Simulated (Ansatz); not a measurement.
# HfTa3N2: the cost of one run

Computed with Ansatz 0.2.0 (DFT PBE, scalar-relativistic, plane waves, PAW, unless a step's input says otherwise).

2 further runs of the same task are left out: 1 that didn't finish, 1 set aside as unsound or not needed.

## 1. Starting point

The structure is hexagonal, space group P-62m (No. 189). Conventional cell: a = 3.990 Å, b = 3.990 Å, c = 7.027 Å, α = 90.00°, β = 90.00°, γ = 120.00°. Around Hf (site symmetry -62m) lie 6 N at 2.30 Å. Around Ta (site symmetry m2m) lie 6 Ta at 2.30 to 2.31 Å. N (site symmetry -6) is surrounded by 3 N at 2.30 Å and 3 Hf at 2.30 Å.

As a file:

```cif
data_structure
_symmetry_space_group_name_H-M 'P 1'
_symmetry_Int_Tables_number 1
_cell_length_a 3.9900
_cell_length_b 3.9900
_cell_length_c 7.0271
_cell_angle_alpha 90.000
_cell_angle_beta 90.000
_cell_angle_gamma 120.000
_cell_volume 96.89
loop_
_atom_site_label
_atom_site_type_symbol
_atom_site_fract_x
_atom_site_fract_y
_atom_site_fract_z
_atom_site_occupancy
Hf1 Hf 0.00000 0.00000 0.50000 1
Ta1 Ta 0.66574 0.00000 0.00000 1
Ta2 Ta 0.00000 0.66574 0.00000 1
Ta3 Ta 0.33426 0.33426 0.00000 1
N1 N 0.33333 0.66667 0.50000 1
N2 N 0.66667 0.33333 0.50000 1
```

A structure generator made this guess: random cell by space group and Wyckoff sites (P-62m, No. 189). The dimensions are guesses.

## 2. The guess as it stands, on a coarse mesh

input.yaml

```yaml
crystal:
  lattice:
    - [3.99003835, 0.0, 0.0]
    - [-1.99501918, 3.45547458, 0.0]
    - [0.0, 0.0, 7.02709929]
  atoms:
    - { symbol: Hf, position: [0.0, 0.0, 0.5] }
    - { symbol: Ta, position: [0.66573736, 0.0, 0.0] }
    - { symbol: Ta, position: [0.0, 0.66573736, 0.0] }
    - { symbol: Ta, position: [0.33426264, 0.33426264, 0.0] }
    - { symbol: "N", position: [0.33333333, 0.66666667, 0.5] }
    - { symbol: "N", position: [0.66666667, 0.33333333, 0.5] }
basis:
  ecutwfc: 420
kpoints:
  mp_grid: { grid: [6, 6, 4] }
hamiltonian:
  xc: pbe
scf:
  occupations: { method: gaussian, width: 0.1 }
  lower_state_search: "off"
output:
  forces: true
  stress: true
  eigenvalues: true
```

Command:

```bash
$ ansatz run input.yaml --threads 1 --pin off --max-ram 2560MiB --backend cpu --events-out ev --progress --plain --runs-dir out
```

**Question.** How long does this run take on 1 thread of AMD EPYC (Zen 3), shared host, and how much memory does it need?

About 11 s, with a peak of 0.39 GiB.
